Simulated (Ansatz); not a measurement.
**CH₃AlFNO: up Jacob's ladder to CCSD(T)**

One table from this session's results is given with a row withheld; the runs are named, their logs left out.

Program: Ansatz 0.2.0, Gaussian basis. Level of theory: functionals in def2-TZVPP, the program's frozen cores in correlated methods. These are calculated values, not measurements.

Levels to be run: LDA (SPW92), PBE-D4, revPBE-D4, BLYP-D4, r2SCAN-D4, B97M-V, PBE0-D4, B3LYP-D4, r2SCANh-D4, r2SCAN0-D4, HSE06-D4, BHLYP-D4, CAM-B3LYP-D4, LC-ωPBE, ωB97X-V, ωB97M-V, B2PLYP, PBE-QIDH; CCSD(T)/def2-SVP; CCSD(T)/def2-TZVPP; MP2/def2-QZVPP; extrapolation to the limit; RPA on PBE.

### Structure used throughout

The geometry comes from an earlier relaxation with PBE0-D4 in a triple-zeta def2 set; it is a stationary point, not always the lowest conformer.

8 atoms, charge 0, spin multiplicity 1.

Atoms are counted from 1 here; the program's logs count them from 0.

Bond lengths: N1–C2 1.327 Å, N1–H6 1.008 Å, N1–H7 1.005 Å, C2–O3 1.227 Å, C2–H8 1.100 Å, O3–Al4 2.172 Å, Al4–F5 1.680 Å. Angles: C2–N1–H6 119.6°, C2–N1–H7 121.1°, H6–N1–H7 119.3°, N1–C2–O3 123.4°, N1–C2–H8 115.2°, O3–C2–H8 121.4°, C2–O3–Al4 118.9°, O3–Al4–F5 89.9°.

As a file:

```
N     0.8306   -0.5434    1.2954
C    -0.1148   -0.1891    0.4336
O     0.1229    0.2724   -0.6781
Al   -1.5395    0.8028   -1.9721
F    -0.4555    1.2921   -3.1590
H     1.8000   -0.4358    1.0428
H     0.5955   -0.9182    2.1973
H    -1.1469   -0.3378    0.7844
```

The first run:

in.yaml reads:

```yaml
crystal:
  periodic: [false, false, false]
  atoms:
    - {symbol: N, position_ang: [0.830561, -0.543439, 1.295433]}
    - {symbol: C, position_ang: [-0.114815, -0.189140, 0.433557]}
    - {symbol: O, position_ang: [0.122887, 0.272384, -0.678106]}
    - {symbol: Al, position_ang: [-1.539528, 0.802810, -1.972090]}
    - {symbol: F, position_ang: [-0.455497, 1.292058, -3.159028]}
    - {symbol: H, position_ang: [1.800040, -0.435779, 1.042800]}
    - {symbol: H, position_ang: [0.595494, -0.918204, 2.197344]}
    - {symbol: H, position_ang: [-1.146943, -0.337791, 0.784391]}
basis:
  gaussian: {orbitals: def2-TZVPP}
hamiltonian: {xc: lda}
output: {orbitals: {seedname: orbitals}}
```

Steps of the session up to this table: LDA; PBE-D4 (GGA); revPBE-D4 (GGA); BLYP-D4 (GGA); r2SCAN-D4 (meta-GGA); B97M-V (meta-GGA); PBE0-D4 (hybrid); B3LYP-D4 (hybrid); r2SCANh-D4 (hybrid); r2SCAN0-D4 (hybrid); HSE06-D4 (hybrid); BHLYP-D4 (hybrid); CAM-B3LYP-D4 (range-separated); LC-ωPBE (range-separated); ωB97X-V (range-separated); ωB97M-V (range-separated); B2PLYP (double hybrid); PBE-QIDH (double hybrid).

One of the session's tables, all rows but one given; the rest of the session is left out.

It belongs to the step «Frontier levels by functional». 

```
  functional  HOMO (eV)  gap (eV)
 LDA (SPW92)      -4.49      2.25
      PBE-D4      -4.36      2.38
   revPBE-D4      -4.30      2.41
     BLYP-D4      -4.22      2.35
   r2SCAN-D4      -4.48      2.70
      B97M-V      -4.52      2.90
     PBE0-D4      -5.28      4.40
    B3LYP-D4      -5.11      3.97
  r2SCANh-D4      -4.82      3.46
  r2SCAN0-D4      -5.34      4.59
    HSE06-D4      -4.88      3.62
    BHLYP-D4      -6.07      6.41
CAM-B3LYP-D4          ?         ?
     LC-ωPBE      -7.63      9.15
     ωB97X-V      -7.37      8.85
     ωB97M-V      -7.21      8.62
```

Q: Estimate the row for CAM-B3LYP-D4 from the others.

**Answer.** HOMO (eV): -6.48; gap (eV): 6.81. In the column «HOMO (eV)» it lies between ωB97M-V (-7.21) and BHLYP-D4 (-6.07).
